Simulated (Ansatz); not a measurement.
I need a scan of the Hubbard U of RbCuF3, space group Pm-3m. Use Ansatz's Python interface. Settings (first run): PBEsol, PAW, cutoff 470 eV, 5×5×5 k-points, Fermi-Dirac smearing of 0.1 eV.

```
Rb Cu F
1.0
     4.06999    0.00000    0.00000
     0.00000    4.06999    0.00000
     0.00000    0.00000    4.06999
Rb Cu F
1 1 3
Direct
  0.50000 0.50000 0.50000
  0.00000 0.00000 0.00000
  0.50000 0.00000 0.00000
  0.00000 0.00000 0.50000
  0.00000 0.50000 0.00000
```

`plus_u_rbcuf3.py`:
```python
"""DFT+U scan for RbCuF3."""

import ansatz as az
import numpy as np


def count_gap(report):
    # lowest empty less highest filled band, counting bands; zero where they overlap
    return max(report.get("gap_by_band_count_ev") or 0.0, 0.0)

lattice = az.Lattice.of(
    (4.06999, 0.0, 0.0),
    (0.0, 4.06999, 0.0),
    (0.0, 0.0, 4.06999),
)
sites = [
    ("Rb", (0.5, 0.5, 0.5)),
    ("Cu", (0.0, 0.0, 0.0)),
    ("F", (0.5, 0.0, 0.0)),
    ("F", (0.0, 0.0, 0.5)),
    ("F", (0.0, 0.5, 0.0)),
]
structure = az.Crystal(lattice=lattice)
for symbol, position in sites:
    structure = structure.atom(symbol, position)

base = (
    structure.calculation()
    .occupations("fermi_dirac", width=0.1)
    .functional("pbesol")
    .basis(470)
    .kpoints(5)
    .band_table()
)
rows = []
for u in [1.0, 3.0, 5.0, 7.0]:
    rep = base.hubbard("Cu", "d", u_eff=u).run().report
    shell = rep["hubbard"]["n_scf"]
    rows.append((u, count_gap(rep), sum(shell) / len(shell), rep["n_iterations"]))
for row in rows:
    print("; ".join(f"{name} = {round(v, 4) if isinstance(v, float) else v}" for name, v in zip(["U_eff eV", "gap by band count eV", "Cu d occupation (projector)", "iterations"], row)))
print("eigenvalues of the first occupation matrix at the last U, by spin:")
for channel in rep["hubbard"]["n_eig"][0]:
    print("  ", " ".join(f"{n:.3f}" for n in channel))
```

Output of `python plus_u_rbcuf3.py`:
```text
U_eff eV = 1.0; gap by band count eV = 0.0; Cu d occupation (projector) = 9.3375; iterations = 10
U_eff eV = 3.0; gap by band count eV = 0.0; Cu d occupation (projector) = 9.3818; iterations = 10
U_eff eV = 5.0; gap by band count eV = 0.0; Cu d occupation (projector) = 9.4288; iterations = 10
U_eff eV = 7.0; gap by band count eV = 0.0; Cu d occupation (projector) = 9.4781; iterations = 11
eigenvalues of the first occupation matrix at the last U, by spin:
   0.871 0.871 0.999 0.999 0.999
```

Reading the output:
- The cell holds an odd number of electrons and is run without spin, so a magnetic state may lie lower.
- For a metal this k-point mesh is coarse: on a finer one energies can move by several to tens of meV an atom and pressures by half a GPa or more, differences at one mesh by less.
- A gap by band count of zero or less means overlapping bands, a metal, and at an odd count of electrons it is no gap at all.
- A Hubbard U without spin forces both spins into the same orbitals, which can open a gap or pick a state that a spin-polarised run wouldn't.
- This cell is a computed structure, which may not be the phase found in nature.
- Gaps and levels are Kohn-Sham values on a finite set of k-points, without spin-orbit coupling.
- Shell occupations and the effect of U depend on the projectors; a run with no .spin step is spin-unpolarised, and each U may end in a state that isn't the lowest.
- Timing: 12 s on 1 thread of Arm Neoverse V1 (shared host), peak memory 0.4 GiB.
